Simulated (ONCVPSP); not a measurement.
**An ONCV potential for copper, from input to tests**

Task: generate the file, and judge it by its errors in other configurations, its logarithmic derivatives, its ghosts and its cutoff.

The numbers are computed with ONCVPSP 4.0.1.1 (patched build) (LDA (Perdew-Wang 92), scalar-relativistic, spin-unpolarised reference atom).

### 1 Settings

The settings as typed:

| Quantity | Value |
| --- | --- |
| element | copper (Cu, Z = 29) |
| type | optimised norm-conserving Vanderbilt (ONCV) |
| frozen core | [Ne] 3s2 |
| valence charge | 17 |
| reference configuration | 3p6 3d10 4s0.75 4p0.25 |
| partial waves | 4s: rc 2.00 bohr, ncon 4, nbas 8, qcut 3.5 1/bohr, 3 projectors, debl 0.3 Ha; 3p+4p: rc 1.35 bohr, ncon 4, nbas 8, qcut 11.7 1/bohr, 2 projectors; 3d: rc 1.35 bohr, ncon 5, nbas 9, qcut 10.6 1/bohr, local |
| local potential | the d channel |
| core correction | Teter function, fcfact 3, rcfact 1.25 |

### 2 Generation

The input, Cu.dat:

```
# ATOM AND REFERENCE CONFIGURATION
# atsym  z   nc   nv     iexc    psfile
  Cu 29.00    4    4  -001012      upf
#
#   n    l    f
    1    0    2.00
    2    0    2.00
    2    1    6.00
    3    0    2.00
    3    1    6.00
    3    2   10.00
    4    0    0.75
    4    1    0.25
#
# PSEUDOPOTENTIAL AND OPTIMIZATION
# lmax
    2
#
#   l,   rc,      ep,       ncon, nbas, qcut
    0    2.00    0.00    4    8    3.50
    1    1.35    0.00    4    8   11.70
    2    1.35    0.00    5    9   10.60
#
# LOCAL POTENTIAL
# lloc, lpopt,  rc(5),   dvloc0
    2    5    1.35    0.00
#
# VANDERBILT-KLEINMAN-BYLANDER PROJECTORs
# l, nproj, debl
    0    3    0.30
    1    2    2.70
    2    0    2.60
#
# MODEL CORE CHARGE
# icmod, fcfact, rcfact
    3    3.00    1.25
#
# LOG DERIVATIVE ANALYSIS
# epsh1, epsh2, depsh
   -4.00    5.00    0.02
#
# OUTPUT GRID
# rlmax, drl
    6.00    0.01
#
# TEST CONFIGURATIONS
# ncnf
    4
# nvcnf
#   n    l    f
    4
    3    1    6.00
    3    2   10.00
    4    0    1.00
    4    1    0.00
#
    4
    3    1    6.00
    3    2   10.00
    4    0    0.00
    4    1    0.00
#
    4
    3    1    6.00
    3    2    9.00
    4    0    0.00
    4    1    0.00
#
    4
    3    1    6.00
    3    2    8.00
    4    0    0.00
    4    1    0.00
#
```

Started as:

```console
$ oncvpsp.x < Cu.dat > Cu.out
```

**Question.** What will these runs give? Wanted: cutoffs for 1 and 0.1 mHa per electron, occupied waves; bound ghosts; GHOST(+) flags; largest test error; largest phase difference near zero energy, channels read; rms error of d²Exc/dn², without and with the model core.

**Answer**, as computed:

| quantity | value |
| --- | --- |
| cutoffs for 1 and 0.1 mHa per electron, occupied waves | 53 Ha and 137 Ha |
| bound ghosts | s at -177.42 eV, s at -89.58 eV |
| GHOST(+) flags | none at low energy |
| largest test error (AE − PS) | -6.0 meV, for 3p6 3d10 4s0 4p0 (2 tests unsolved) |
| largest phase difference near zero energy, channels read | 0.017 rad |
| rms error of d²Exc/dn², without and with the model core | 2.84 and 2.16 mHa |

In words: A bound ghost (s) makes it unfit for use: electrons can fall into a state that the atom doesn't have. The worst unpolarised test, 3p6 3d10 4s0 4p0, is off by 6.0 meV on 7.4 eV; by total energies transferability rates as good where solved. Atomic tests can pass in spite of a ghost, since they solve only for the levels asked. Of the tests 2 gave no usable energy difference, which is a warning in itself. It counts as hard, with 53 Ha needed at the looser tolerance. The tighter tolerance needs 137 Ha, and converged work needs a cutoff nearer that. At the looser tolerance the 3d wave is the slowest; 3p needs 43 Ha. Near zero energy the phases of the channels with partial waves agree within 0.017 rad. The pseudo curves have a pole with no partner nearby in the atom's: s at -3.42 Ha.
